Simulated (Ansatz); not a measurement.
# BGaH5N: the cost of one run

All numbers below are computed with Ansatz 0.2.0 (RKS B3LYP-D4/def2-SVP).

1 further run of the same task is left out (it didn't finish).

### 1 The structure to begin with

Bond lengths: B1–Ga2 2.089 Å, Ga2–N3 1.823 Å, B1–H4 1.172 Å, B1–H5 1.171 Å, Ga2–H6 1.586 Å, N3–H7 1.014 Å, N3–H8 1.014 Å. Angles: B1–Ga2–N3 119.5°, B1–Ga2–H6 133.0°, N3–Ga2–H6 107.4°, Ga2–B1–H4 119.5°, Ga2–B1–H5 123.0°, H4–B1–H5 117.3°, Ga2–N3–H7 126.4°, Ga2–N3–H8 126.1°, H7–N3–H8 107.5°.

Structure file:

```xyz
8

B    -0.7766    0.9135   -1.3413
Ga   -0.2885    0.2737    0.5860
N     0.9142   -1.0785    0.8063
H    -1.0811    0.1245   -2.1524
H    -0.6902    2.0299   -1.6831
H    -0.7202    0.7637    2.0312
H     1.2864   -1.4142    1.6876
H     1.3562   -1.6126    0.0657
```

### 2 Relaxing end A

Input file input.yaml:

```yaml
crystal:
  periodic: [false, false, false]
  atoms:
    - { symbol: B, position_ang: [-0.77665, 0.91352, -1.34133] }
    - { symbol: Ga, position_ang: [-0.28848, 0.27369, 0.58598] }
    - { symbol: "N", position_ang: [0.9142, -1.07854, 0.80628] }
    - { symbol: H, position_ang: [-1.08114, 0.12455, -2.15236] }
    - { symbol: H, position_ang: [-0.69023, 2.02985, -1.68307] }
    - { symbol: H, position_ang: [-0.72024, 0.76373, 2.0312] }
    - { symbol: H, position_ang: [1.28635, -1.41424, 1.68763] }
    - { symbol: H, position_ang: [1.35618, -1.61257, 0.06566] }
basis:
  gaussian: { orbitals: def2-SVP }
hamiltonian:
  xc: b3lyp
  dispersion: d4
relax:
  f_tol: 0.02
  max_steps: 50
```

The run is started by

```sh
> ansatz run input.yaml --threads 2 --pin off --max-ram 3072MiB --backend cpu --events-out ev --progress --plain --runs-dir out
```

**Question.** How long does this run take on 2 threads of Arm Neoverse V1, shared host, and how much memory does it need?

About 27 s, with a peak of 0.17 GiB.
